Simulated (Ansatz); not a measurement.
What does this script print? It uses Ansatz's Python interface.

`zn3cds4.py`:
```python
"""Cell relaxation of Zn3CdS4."""

import ansatz as az
from ase import Atoms
from ase.data import atomic_numbers
import numpy as np
import spglib

def edges_and_angles(cell):
    cell = np.asarray(cell)
    a, b, c = np.linalg.norm(cell, axis=1)
    cosines = cell[1] @ cell[2] / (b * c), cell[0] @ cell[2] / (a * c), cell[0] @ cell[1] / (a * b)
    return (a, b, c, *np.degrees(np.arccos(cosines)))


def main() -> None:
    atoms = Atoms(
        ["Zn", "Zn", "Zn", "Cd", "S", "S", "S", "S"],
        scaled_positions=[
            (0.0, 0.5, 0.5),
            (0.5, 0.0, 0.5),
            (0.5, 0.5, 0.0),
            (0.0, 0.0, 0.0),
            (0.26268019, 0.26268019, 0.26268019),
            (0.73731981, 0.73731981, 0.26268019),
            (0.26268019, 0.73731981, 0.73731981),
            (0.73731981, 0.26268019, 0.73731981),
        ],
        cell=[
            (5.51101202, 0.0, 0.0),
            (0.0, 5.51101202, 0.0),
            (0.0, 0.0, 5.51101202),
        ],
        pbc=True,
    )
    crystal = az.Crystal.from_ase(atoms)

    # every cell quantity that the symmetry leaves free
    calc = (
        crystal.calculation()
        .functional("LDA")
        .basis(420)
        .kpoints(3, 3, 3)
        .occupations(az.OccupationsMethod.FIXED)
        .relax(cell=True)
    )
    steps = []


    def collect(event):
        if event["event"] == "relax_step":
            steps.append(event["data"])


    result = calc.session().plan().execute(on_event=collect)
    report = result.report
    for s in steps:
        flag = "" if s["accepted"] else "  (rejected)"
        print("step %2d  E = %.5f eV  largest force component = %.4f eV/A%s" % (s["step"], s["lagrangian_ev"], s["allowed_force_max_ev_ang"], flag))

    first, last = steps[0], steps[-1]
    symbols = [site.symbol for site in result.lattice.sites]
    print(f"energy gained {first['lagrangian_ev'] - last['lagrangian_ev']:.4f} eV in {len(steps) - 1} steps")
    for label, vectors in (("before", first["cell_ang"]), ("after", result.lattice.cell_ang)):
        print(label, "a b c (A) {:.4f} {:.4f} {:.4f}  angles {:.2f} {:.2f} {:.2f}".format(*edges_and_angles(vectors)), f" V = {abs(np.linalg.det(vectors)):.3f} A^3")
    print("final stress xx yy zz (GPa, compression positive):", np.round(np.diag(report["stress_gpa"]), 3) + 0.0)

    print("atom   start x y z (A)              end x y z (A)")
    for symbol, a, b in zip(symbols, first["positions_ang"], last["positions_ang"]):
        print(f"{symbol:3s}", " ".join(f"{v:8.4f}" for v in a), "  ", " ".join(f"{v:8.4f}" for v in b))

    fractions = [site.position_frac for site in result.lattice.sites]
    numbers = [atomic_numbers[s] for s in symbols]
    for tolerance in (1e-3, 1e-2, 1e-1):
        print(f"space group at {tolerance} A:", spglib.get_spacegroup((result.lattice.cell_ang, fractions, numbers), symprec=tolerance))

    change = np.array(last["positions_ang"]) @ np.linalg.inv(last["cell_ang"]) - np.array(first["positions_ang"]) @ np.linalg.inv(first["cell_ang"])
    moved = np.linalg.norm(change @ np.array(last["cell_ang"]), axis=1)
    print("displacement within the cell, strain taken out (A):", " ".join(f"{s}:{d:.3f}" for s, d in zip(symbols, moved)))

    print("relaxed fractional positions")
    for site in result.lattice.sites:
        print(f"  {site.symbol:2s}", " ".join(f"{v % 1:8.5f}" for v in np.round(site.position_frac, 5)))

    energy = report["free_energy_ev"]
    print("Zn3CdS4: {:.6f} eV = {:.6f} Ry = {:.6f} Ha".format(energy, energy / 13.605693, energy / 27.211386))
    print("Fermi level {:.4f} eV, {} k-points, {} symmetry operations".format(report["fermi_energy_ev"], report["n_kpoints"], report["n_symmetry_ops"]))


if __name__ == "__main__":
    main()
```

`python zn3cds4.py` gives:
```text
step  1  E = -21340.70843 eV  largest force component = 0.0374 eV/A
step  2  E = -21340.81377 eV  largest force component = 0.0858 eV/A
step  3  E = -21340.82627 eV  largest force component = 0.0146 eV/A
step  4  E = -21340.82643 eV  largest force component = 0.0003 eV/A
step  5  E = -21340.82432 eV  largest force component = 0.0002 eV/A
energy gained 0.1159 eV in 4 steps
before a b c (A) 5.5110 5.5110 5.5110  angles 90.00 90.00 90.00  V = 167.376 A^3
after a b c (A) 5.4114 5.4114 5.4114  angles 90.00 90.00 90.00  V = 158.460 A^3
final stress xx yy zz (GPa, compression positive): [-0.004 -0.004 -0.004]
atom   start x y z (A)              end x y z (A)
Zn    0.0000   2.7555   2.7555     -0.0000   2.7057   2.7057
Zn    2.7555   0.0000   2.7555      2.7057  -0.0000   2.7057
Zn    2.7555   2.7555   0.0000      2.7057   2.7057  -0.0000
Cd    0.0000   0.0000   0.0000     -0.0000  -0.0000  -0.0000
S     1.4476   1.4476   1.4476      1.4201   1.4201   1.4201
S     4.0634   4.0634   1.4476      3.9912   3.9912   1.4201
S     1.4476   4.0634   4.0634      1.4201   3.9912   3.9912
S     4.0634   1.4476   4.0634      3.9912   1.4201   3.9912
space group at 0.001 A: P-43m (215)
space group at 0.01 A: P-43m (215)
space group at 0.1 A: P-43m (215)
displacement within the cell, strain taken out (A): Zn:0.000 Zn:0.000 Zn:0.000 Cd:0.000 S:0.002 S:0.002 S:0.002 S:0.002
relaxed fractional positions
  Zn  0.00000  0.50000  0.50000
  Zn  0.50000  0.00000  0.50000
  Zn  0.50000  0.50000  0.00000
  Cd  0.00000  0.00000  0.00000
  S   0.26243  0.26243  0.26243
  S   0.73757  0.73757  0.26243
  S   0.26243  0.73757  0.73757
  S   0.73757  0.26243  0.73757
Zn3CdS4: -21340.824324 eV = -1568.521671 Ry = -784.260836 Ha
Fermi level 6.6329 eV, 4 k-points, 24 symmetry operations
```

Notes:
- Total energies depend on the potentials; only differences at equal settings carry meaning. A total without «per atom» is that of the cell as typed.
- The Fermi level of a run with fixed occupations marks the highest occupied state on its mesh, not mid-gap.
- Only differences from the Fermi energy are physical; the zero of the scale is a convention.
- Energies along a relaxation are free energies. Rows at an unchanged volume are solved on a plane-wave basis chosen afresh for that cell, so the energy jumps there and such rows are no steps of the walk.
- The structure comes from a database of computed cells and needn't be a stable or known phase.
- Timing: 24 s on 1 thread of Arm Neoverse N1 (shared host), peak memory 0.43 GiB.

(A comment or docstring line of the script was reworded after the run, the code is as it ran; lines on the test bed's own set-up are left out of the output.)
